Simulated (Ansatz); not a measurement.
**TiC+ (doublet): the correlation ladder, def2-TZVPP**

One table from this session's results is given with a row withheld; the runs are named, their logs left out.

Program: Ansatz 0.2.0, Gaussian basis. Level of theory: def2-TZVPP, core rule «outside noble gas», up to 10 orbitals frozen. These are calculated values, not measurements.

The runs, in order: UHF; ROHF; CCSD(T) on UHF.

2 further runs of the same task are left out: 2 set aside as unsound or not needed.

## The system

The geometry is a PBE0/def2-TZVP stationary point (not a proven minimum) of the parent state, kept for this charge and spin.

2 atoms, charge 1, spin multiplicity 2.

Atoms are counted from 1 here; the program's logs count them from 0.

Bond lengths: Ti1–C2 1.579 Å.

The first run:

in.yaml

```yaml
crystal:
  periodic: [false, false, false]
  atoms:
    - {symbol: Ti, position_ang: [0.000000, 0.000000, 0.000000]}
    - {symbol: C, position_ang: [0.000000, 0.000000, 1.578870]}
basis:
  gaussian: {orbitals: def2-TZVPP}
total_charge: 1
magnetization: {spin_polarized: true, initial_magnetization: 1}
hamiltonian: {xc: hf}
output: {orbitals: {seedname: orbitals}}
```

Run with:

```console
$ ansatz run in.yaml --threads 1 --pin off --events-out ev --progress --plain --max-ram 4096MiB --backend cpu
```

Among the steps run: UHF; ROHF; CCSD(T) on UHF.

One table of the session follows, with a row left open; its other results are not shown here.

It belongs to the step «Misses and costs». 

| method | from UCCSD(T) (kJ/mol) |
| --- | --- |
| ROHF | +769.6 |
| UHF | +673.5 |
| UMP2 | +203.9 |
| UCCSD | ? |
| UCCSD(T) | 0 |

Q: Estimate the row for UCCSD from the others.

**Answer.** from UCCSD(T) (kJ/mol): +47.2. In the column «from UCCSD(T) (kJ/mol)» it lies between UCCSD(T) (0) and UMP2 (+203.9).

Limits of these values: The determinant is far from a pure spin state, so its energy mixes those of several spin states (harmless only where they are near-degenerate, as at dissociation).
